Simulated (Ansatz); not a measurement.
# CH₄OSe (SMILES OC[SeH]): one structure at several levels

An exercise on one series of results from a longer session: the logs are not shown, and one member is left open.

The runs use Ansatz 0.2.0, Gaussian basis; single points in def2-TZVPP.

Correlated methods freeze the cores. Filled d shells of the heavier atoms are correlated.

## Where the work starts

SMILES `OC[SeH]`, 7 atoms, charge 0, spin multiplicity 1.

Atoms are counted from 1 here; the program's logs count them from 0.

Bond lengths: O1–C2 1.352 Å, O1–H4 0.969 Å, C2–Se3 2.059 Å, C2–H5 1.060 Å, C2–H6 1.107 Å, Se3–H7 1.446 Å. Angles: C2–O1–H4 109.1°, O1–C2–Se3 110.5°, O1–C2–H5 118.1°, O1–C2–H6 105.3°, Se3–C2–H5 105.8°, Se3–C2–H6 106.4°, H5–C2–H6 110.2°, C2–Se3–H7 91.2°.

As a file:

```csv
atom,x (Å),y (Å),z (Å)
O1,-1.21090,0.44750,-0.75000
C2,-0.20610,0.33830,0.14840
Se3,1.29740,-0.85680,-0.59370
H4,-1.68530,-0.39570,-0.79800
H5,-0.43430,-0.04700,1.10870
H6,0.21860,1.35700,0.23690
H7,1.98100,-0.83890,0.68060
```

The first run:

The input, run/in.yaml:

```yaml
crystal:
  periodic: [false, false, false]
  atoms:
    - {symbol: O, position_ang: [-1.210900, 0.447500, -0.750000]}
    - {symbol: C, position_ang: [-0.206100, 0.338300, 0.148400]}
    - {symbol: Se, position_ang: [1.297400, -0.856800, -0.593700]}
    - {symbol: H, position_ang: [-1.685300, -0.395700, -0.798000]}
    - {symbol: H, position_ang: [-0.434300, -0.047000, 1.108700]}
    - {symbol: H, position_ang: [0.218600, 1.357000, 0.236900]}
    - {symbol: H, position_ang: [1.981000, -0.838900, 0.680600]}
basis:
  gaussian: {orbitals: def2-TZVPP}
correlation: {method: ccsd_t}
output: {forces: true}
```

No record of the launch command was kept for these runs.

Steps of the session up to this table: CCSD(T)/def2-TZVPP; PBE0-D4/def2-TZVPP; wB97M-V/def2-TZVPP; r2SCAN-D4/def2-TZVPP; PBE-D4/def2-TZVPP; B97M-V/def2-TZVPP; SPW92/def2-TZVPP.

One table of the session follows, with a row left open; its other results are not shown here.

```
   method  RMS force component (eV/Å)  angle to CCSD(T) forces (°)  dipole (D)
  CCSD(T)                       0.824                    reference        1.88
  PBE0-D4                           ?                            ?           ?
  wB97M-V                       0.801                          5.2        1.89
r2SCAN-D4                       0.723                         10.6        1.97
   PBE-D4                       0.740                         19.4        1.88
   B97M-V                       0.741                         10.3        1.87
    SPW92                       0.699                         32.1        1.93
```

**Question.** Estimate the row for PBE0-D4.

**Answer.** RMS force component (eV/Å): 0.747; angle to CCSD(T) forces (°): 13.2; dipole (D): 1.93. In the column «RMS force component (eV/Å)» it lies between B97M-V (0.741) and wB97M-V (0.801).
